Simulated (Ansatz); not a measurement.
# Al5C3: the cost of one run

Program: Ansatz 0.2.0. Level of theory: DFT PBE, scalar-relativistic, plane waves, PAW. These are calculated values, not measurements.

## (1) The system as given

Symmetry: I-43m, No. 217, cubic system. Conventional cell: a = 6.343 Å, b = 6.343 Å, c = 6.343 Å, α = 90.00°, β = 90.00°, γ = 90.00°. Around Al (site symmetry 3m) lie 1 Al at 2.06 Å and 3 C at 2.60 Å. Around Al (site symmetry -43m) lie 4 Al at 2.06 Å. C (site symmetry -42m) has 4 Al at 2.60 Å as nearest neighbours.

Coordinates:

```
CELL_PARAMETERS angstrom
-3.17140 3.17140 3.17140
3.17140 -3.17140 3.17140
3.17140 3.17140 -3.17140
ATOMIC_POSITIONS crystal
Al 0.37578 0.37578 0.37578
Al 0.00000 0.00000 0.62422
Al 0.00000 0.62422 0.00000
Al 0.62422 0.00000 0.00000
Al 0.00000 0.00000 0.00000
C 0.00000 0.50000 0.50000
C 0.50000 0.00000 0.50000
C 0.50000 0.50000 0.00000
```

Recipe of the guess: random cell by space group and Wyckoff sites (I-43m, No. 217). Its size is a rough estimate.

## (2) The guess as it stands, on a coarse mesh

The input, input.yaml:

```yaml
crystal:
  lattice:
    - [-3.17140267, 3.17140267, 3.17140267]
    - [3.17140267, -3.17140267, 3.17140267]
    - [3.17140267, 3.17140267, -3.17140267]
  atoms:
    - { symbol: Al, position: [0.3757811, 0.3757811, 0.3757811] }
    - { symbol: Al, position: [0.0, 0.0, 0.6242189] }
    - { symbol: Al, position: [0.0, 0.6242189, 0.0] }
    - { symbol: Al, position: [0.6242189, 0.0, 0.0] }
    - { symbol: Al, position: [0.0, 0.0, 0.0] }
    - { symbol: C, position: [0.0, 0.5, 0.5] }
    - { symbol: C, position: [0.5, 0.0, 0.5] }
    - { symbol: C, position: [0.5, 0.5, 0.0] }
basis:
  ecutwfc: 420
kpoints:
  mp_grid: { grid: [4, 4, 4] }
hamiltonian:
  xc: pbe
scf:
  occupations: { method: gaussian, width: 0.1 }
  lower_state_search: "off"
output:
  forces: true
  stress: true
  eigenvalues: true
```

Started as:

```console
$ ansatz run input.yaml --threads 1 --pin off --max-ram 2048MiB --backend cpu --events-out ev --progress --plain --runs-dir out
```

**Question.** How long does this run take on 1 thread of Intel Xeon Platinum 8375C at 2.90GHz (Ice Lake), shared host, and how much memory does it need?

About 1.4 s, with a peak of 0.45 GiB.
